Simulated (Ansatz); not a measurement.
# C₂H₇ClOSi: small, medium and large basis sets

An exercise on one series of results from a longer session: the logs are not shown, and one member is left open.

Program: Ansatz 0.2.0, Gaussian basis. Level of theory: one geometry, several basis sets. These are calculated values, not measurements.

Levels to be run: PBE0-D4/def2-SVP; ωB97M-V/def2-SVP; PBE0-D4/def2-QZVPP; ωB97M-V/def2-QZVPP; the functionals' def2-TZVPP values are taken from earlier runs.

**The geometry**

An earlier PBE0-D4 in a triple-zeta def2 set relaxation fixed the geometry.

SMILES `CCO[SiH2]Cl`, 12 atoms, charge 0, spin multiplicity 1.

Atoms are counted from 1 here; the program's logs count them from 0.

Bond lengths: C1–C2 1.507 Å, C1–H6 1.092 Å, C1–H7 1.092 Å, C1–H8 1.092 Å, C2–O3 1.421 Å, C2–H9 1.098 Å, C2–H10 1.096 Å, O3–Si4 1.625 Å, Si4–Cl5 2.058 Å, Si4–H11 1.483 Å, Si4–H12 1.475 Å. Angles: C2–C1–H6 110.7°, C2–C1–H7 110.2°, C2–C1–H8 110.5°, H6–C1–H7 108.5°, H6–C1–H8 108.4°, H7–C1–H8 108.5°, C1–C2–O3 109.2°, C1–C2–H9 110.5°, C1–C2–H10 110.6°, O3–C2–H9 109.7°, O3–C2–H10 109.2°, H9–C2–H10 107.6°, C2–O3–Si4 124.4°, O3–Si4–Cl5 111.1°, O3–Si4–H11 111.3°, O3–Si4–H12 106.9°, Cl5–Si4–H11 106.0°, Cl5–Si4–H12 108.6° and more.

Set-up of the first run:

File in.yaml:

```yaml
crystal:
  periodic: [false, false, false]
  atoms:
    - {symbol: C, position_ang: [-1.907407, 0.066821, -0.302563]}
    - {symbol: C, position_ang: [-0.580407, -0.017247, 0.406229]}
    - {symbol: O, position_ang: [0.466295, 0.135624, -0.542221]}
    - {symbol: Si, position_ang: [2.039006, -0.122207, -0.223027]}
    - {symbol: Cl, position_ang: [2.732650, 1.193434, 1.199433]}
    - {symbol: H, position_ang: [-1.997031, -0.724637, -1.049002]}
    - {symbol: H, position_ang: [-2.724987, -0.038072, 0.414390]}
    - {symbol: H, position_ang: [-2.010508, 1.029240, -0.807076]}
    - {symbol: H, position_ang: [-0.478366, -0.982801, 0.918513]}
    - {symbol: H, position_ang: [-0.496672, 0.769717, 1.163985]}
    - {symbol: H, position_ang: [2.259242, -1.478452, 0.334227]}
    - {symbol: H, position_ang: [2.775186, 0.113480, -1.478790]}
basis:
  gaussian: {orbitals: def2-SVP}
hamiltonian: {xc: pbe0, dispersion: d4}
output: {orbitals: {seedname: orbitals}}
```

Launch:

```sh
$ ansatz run in.yaml --threads 4 --pin off --events-out ev --progress --plain --max-ram 10444MiB
```

Among the steps run: PBE0-D4 in def2-SVP; ωB97M-V in def2-SVP; PBE0-D4 in def2-QZVPP; ωB97M-V in def2-QZVPP.

One table of the session follows, with a row left open; its other results are not shown here.

It belongs to the step «Functionals by basis». 

| functional | basis | HOMO (eV) | LUMO (eV) |
| --- | --- | --- | --- |
| PBE0-D4 | def2-SVP | -8.46 | 1.07 |
| PBE0-D4 | def2-TZVPP | -8.55 | 0.56 |
| PBE0-D4 | def2-QZVPP | -8.58 | 0.35 |
| ωB97M-V | def2-SVP | ? | ? |
| ωB97M-V | def2-TZVPP | -10.91 | 2.25 |
| ωB97M-V | def2-QZVPP | -10.94 | 1.76 |

Estimate the missing values for ωB97M-V, def2-SVP.

**Answer.** HOMO (eV): -10.77; LUMO (eV): 3.00. In the column «HOMO (eV)» it lies between ωB97M-V, def2-TZVPP (-10.91) and PBE0-D4, def2-QZVPP (-8.58).
